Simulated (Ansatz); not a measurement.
# WSi2: the cost of one run

Program: Ansatz 0.2.0. Level of theory: DFT PBE, scalar-relativistic, plane waves, PAW. These are calculated values, not measurements.

## (1) The system as given

Symmetry: I4/mmm, No. 139, tetragonal system. Conventional cell: a = 3.229 Å, b = 3.229 Å, c = 7.867 Å, α = 90.00°, β = 90.00°, γ = 90.00°. Si (site symmetry 4mm) has 5 Si at 2.60 to 2.64 Å and 5 W at 2.63 Å as nearest neighbours. Around W (site symmetry 4/mmm) lie 10 Si at 2.63 Å.

Structure file:

```xyz
3
Lattice="-1.6145 1.6145 3.9335 1.6145 -1.6145 3.9335 1.6145 1.6145 -3.9335" Properties=species:S:1:pos:R:3 pbc="T T T"
Si    0.0000    0.0000    2.6320
Si    0.0000    0.0000    5.2351
W     0.0000    0.0000    0.0000
```

An earlier run at PBE left this cell at 13.671 Å³/atom and 0.01 GPa (18×18×18 mesh).

Volume factors to run: 0.980, 1.020, 0.960, 1.040.

## (2) At 0.980 of the relaxed volume

input.yaml

```yaml
crystal:
  lattice:
    - [-1.6036820828, 1.6036820828, 3.9071258856]
    - [1.6036820828, -1.6036820828, 3.9071258856]
    - [1.6036820828, 1.6036820828, -3.9071258856]
  atoms:
    - { symbol: Si, position: [0.3345558511, 0.3345558511, 0.0] }
    - { symbol: Si, position: [0.6654441489, 0.6654441489, 0.0] }
    - { symbol: W, position: [0.0, 0.0, 0.0] }
basis:
  ecutwfc: 420
  ecutrho_ratio: 4
kpoints:
  mp_grid: { grid: [18, 18, 18] }
hamiltonian:
  xc: pbe
scf:
  occupations: { method: gaussian, width: 0.05 }
output:
  forces: true
  stress: true
  eigenvalues: true
relax:
  f_tol: 0.01
  max_steps: 40
  cell: { stress_tol: 0.1, fix: [volume] }
```

The run is started by

```bash
> ansatz run input.yaml --threads 1 --pin off --max-ram 2560MiB --backend cpu --events-out ev --progress --plain --runs-dir out
```

**Question.** How long does this run take on 1 thread of AMD EPYC 9R45 (Zen 5), shared host, and how much memory does it need?

About 24 s, with a peak of 0.64 GiB.
